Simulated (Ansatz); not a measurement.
# CH₃BO₂Si: basis-set convergence

Aim: see how fast density functionals converge with the basis set for CH₃BO₂Si.

Method: one geometry, several basis sets; program: Ansatz 0.2.0, Gaussian basis.

The runs, in order: PBE0-D4/def2-SVP; ωB97M-V/def2-SVP; PBE0-D4/def2-QZVPP; ωB97M-V/def2-QZVPP; the functionals' def2-TZVPP values are taken from earlier runs.

### 1 Structure used throughout

All runs share one geometry, relaxed beforehand with PBE0-D4/def2-TZVP.

8 atoms, charge 0, spin multiplicity 1.

Atoms are counted from 1 here; the program's logs count them from 0.

Bond lengths: O1–C2 1.146 Å, C2–B3 1.449 Å, B3–Si4 1.841 Å, B3–H6 1.189 Å, Si4–O5 1.635 Å, Si4–H7 1.486 Å, O5–H8 0.958 Å. Angles: O1–C2–B3 178.2°, C2–B3–Si4 111.5°, C2–B3–H6 123.3°, Si4–B3–H6 125.1°, B3–Si4–O5 123.8°, B3–Si4–H7 126.8°, O5–Si4–H7 109.4°, Si4–O5–H8 118.3°.

Geometry (Å):

```tsv
atom	x (Å)	y (Å)	z (Å)
O1	-0.0330	-2.0414	1.8855
C2	0.3645	-1.0542	1.4595
B3	0.8369	0.1900	0.8853
Si4	-0.0549	0.5968	-0.6733
O5	-1.2309	-0.3377	-1.3188
H6	1.6947	0.8514	1.3753
H7	0.1588	1.7883	-1.5348
H8	-1.6439	-0.0503	-2.1345
```

### 2 PBE0-D4 in def2-SVP

in.yaml

```yaml
crystal:
  periodic: [false, false, false]
  atoms:
    - {symbol: O, position_ang: [-0.032964, -2.041439, 1.885518]}
    - {symbol: C, position_ang: [0.364478, -1.054200, 1.459451]}
    - {symbol: B, position_ang: [0.836936, 0.190016, 0.885315]}
    - {symbol: Si, position_ang: [-0.054914, 0.596825, -0.673253]}
    - {symbol: O, position_ang: [-1.230876, -0.337700, -1.318849]}
    - {symbol: H, position_ang: [1.694701, 0.851355, 1.375280]}
    - {symbol: H, position_ang: [0.158809, 1.788282, -1.534787]}
    - {symbol: H, position_ang: [-1.643870, -0.050340, -2.134475]}
basis:
  gaussian: {orbitals: def2-SVP}
hamiltonian: {xc: pbe0, dispersion: d4}
output: {orbitals: {seedname: orbitals}}
```

The run is started by

```
> ansatz run in.yaml --threads 2 --pin off --events-out ev --progress --plain --max-ram 4352MiB
```

After this run come: ωB97M-V in def2-SVP; PBE0-D4 in def2-QZVPP; ωB97M-V in def2-QZVPP.

**Question.** What will the summary of the whole plan be? Wanted: PBE0-D4: double and triple zeta above quadruple; ωB97M-V: double and triple zeta above quadruple.

As calculated:

| quantity | value |
| --- | --- |
| PBE0-D4: double and triple zeta above quadruple | 10.42, 0.59 eV |
| ωB97M-V: double and triple zeta above quadruple | 10.59, 0.55 eV |

For PBE0-D4 the step from double to triple zeta gains 9.82 eV and the next only 0.59 eV. These are total energies; as a rule much of such shifts cancels in differences, which this series doesn't test.
